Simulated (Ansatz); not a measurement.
# GaSnH₅: basis-set convergence

Aim: see how fast density functionals converge with the basis set for GaSnH₅.

Program: Ansatz 0.2.0, Gaussian basis. Level of theory: one geometry, several basis sets. These are calculated values, not measurements.

The runs, in order: PBE0-D4/def2-SVP; ωB97M-V/def2-SVP; PBE0-D4/def2-QZVPP; ωB97M-V/def2-QZVPP; the functionals' def2-TZVPP values are taken from earlier runs.

1 further run of the same task is left out (for a known fault of the program).

## 1. The relaxed structure

The geometry comes from an earlier relaxation with PBE0-D4 in a triple-zeta def2 set; it is a stationary point, not always the lowest conformer. Sn takes the def2 core potential; no spin-orbit term is included.

7 atoms, charge 0, spin multiplicity 1.

Atoms are counted from 1 here; the program's logs count them from 0.

Bond lengths: Ga1–Sn2 2.619 Å, Ga1–H3 1.573 Å, Ga1–H4 1.572 Å, Sn2–H5 1.710 Å, Sn2–H6 1.711 Å, Sn2–H7 1.713 Å. Angles: Sn2–Ga1–H3 120.0°, Sn2–Ga1–H4 121.0°, H3–Ga1–H4 119.0°, Ga1–Sn2–H5 113.4°, Ga1–Sn2–H6 112.2°, Ga1–Sn2–H7 110.3°, H5–Sn2–H6 107.2°, H5–Sn2–H7 106.8°, H6–Sn2–H7 106.6°.

## 2. PBE0-D4 in def2-SVP

Contents of in.yaml:

```yaml
crystal:
  periodic: [false, false, false]
  atoms:
    - {symbol: Ga, position_ang: [-0.416606, -1.483187, 0.084952]}
    - {symbol: Sn, position_ang: [0.270309, 1.039331, -0.070109]}
    - {symbol: H, position_ang: [-0.409468, -2.215867, 1.476476]}
    - {symbol: H, position_ang: [-0.823380, -2.291869, -1.200454]}
    - {symbol: H, position_ang: [-0.223995, 1.790242, -1.524965]}
    - {symbol: H, position_ang: [-0.370471, 1.963687, 1.219302]}
    - {symbol: H, position_ang: [1.973601, 1.197662, 0.014777]}
basis:
  gaussian: {orbitals: def2-SVP}
hamiltonian: {xc: pbe0, dispersion: d4}
output: {orbitals: {seedname: orbitals}}
```

Run with:

```bash
ansatz run in.yaml --threads 2 --pin off --events-out ev --progress --plain --max-ram 4352MiB
```

After this run come: ωB97M-V in def2-SVP; PBE0-D4 in def2-QZVPP; ωB97M-V in def2-QZVPP.

Before running them: what should the planned runs give, taken together? Wanted: PBE0-D4: double and triple zeta above quadruple; ωB97M-V: double and triple zeta above quadruple.

As calculated:

| quantity | value |
| --- | --- |
| PBE0-D4: double and triple zeta above quadruple | 8.27, 1.24 eV |
| ωB97M-V: double and triple zeta above quadruple | 8.31, 1.22 eV |

For PBE0-D4 the step from double to triple zeta gains 7.03 eV and the next only 1.24 eV. Total energies overstate the basis error of differences, where much of it tends to cancel.
